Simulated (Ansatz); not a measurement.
# NaCl (Fm-3m): the volume at zero pressure

Where does the pressure of NaCl (Fm-3m) vanish?

The COD entry's cell or inner coordinates are ideal or old and differ from later refinements, so a difference from it is no clean test against experiment.

Method: DFT PBEsol, scalar-relativistic, plane waves, PAW, in Ansatz 0.2.0.

## 1. Starting point

Symmetry: Fm-3m, No. 225, cubic system. Conventional cell: a = 5.620 Å, b = 5.620 Å, c = 5.620 Å, α = 90.00°, β = 90.00°, γ = 90.00°. Na (site symmetry m-3m) is surrounded by 6 Cl at 2.81 Å. Cl (site symmetry m-3m) is surrounded by 6 Na at 2.81 Å.

Coordinates:

```
Na Cl
1.0
     0.00000    2.81000    2.81000
     2.81000    0.00000    2.81000
     2.81000    2.81000    0.00000
Na Cl
1 1
Direct
  0.00000 0.00000 0.00000
  0.50000 0.50000 0.50000
```

## 2. First run, at the start cell

Contents of input.yaml:

```yaml
crystal:
  lattice:
    - [0.0, 2.81, 2.81]
    - [2.81, 0.0, 2.81]
    - [2.81, 2.81, 0.0]
  atoms:
    - { symbol: Na, position: [0.0, 0.0, 0.0] }
    - { symbol: Cl, position: [0.5, 0.5, 0.5] }
basis:
  ecutwfc: 420
  ecutrho_ratio: 4
kpoints:
  mp_grid: { grid: [8, 8, 8] }
hamiltonian:
  xc: pbesol
scf:
  occupations: { method: gaussian, width: 0.05 }
output:
  forces: true
  stress: true
  eigenvalues: true
```

The run is started by

```console
$ ansatz run input.yaml --threads 1 --pin off --max-ram 2560MiB --backend cpu --events-out ev --progress --plain --runs-dir out
```

Further steps of the session: Volume adjusted, run 2; Next volume, run 3.

**Question.** What will these runs give? Wanted: volume; pressure; conventional cell; gap on the mesh.

The runs gave:

| quantity | value |
| --- | --- |
| volume | 21.976 Å³/atom |
| pressure | 0.00 GPa |
| conventional cell | a = 5.602 Å, b = 5.602 Å, c = 5.602 Å, α = 90.00°, β = 90.00°, γ = 90.00° |
| gap on the mesh | 5.01 eV |

The volume went from 22.19 to 21.98 Å³/atom (-1.0 %), where 0.00 GPa is left.

The gaps are Kohn-Sham values of a semilocal functional, not quasiparticle or optical gaps. Such gaps usually fall short of the measured ones.
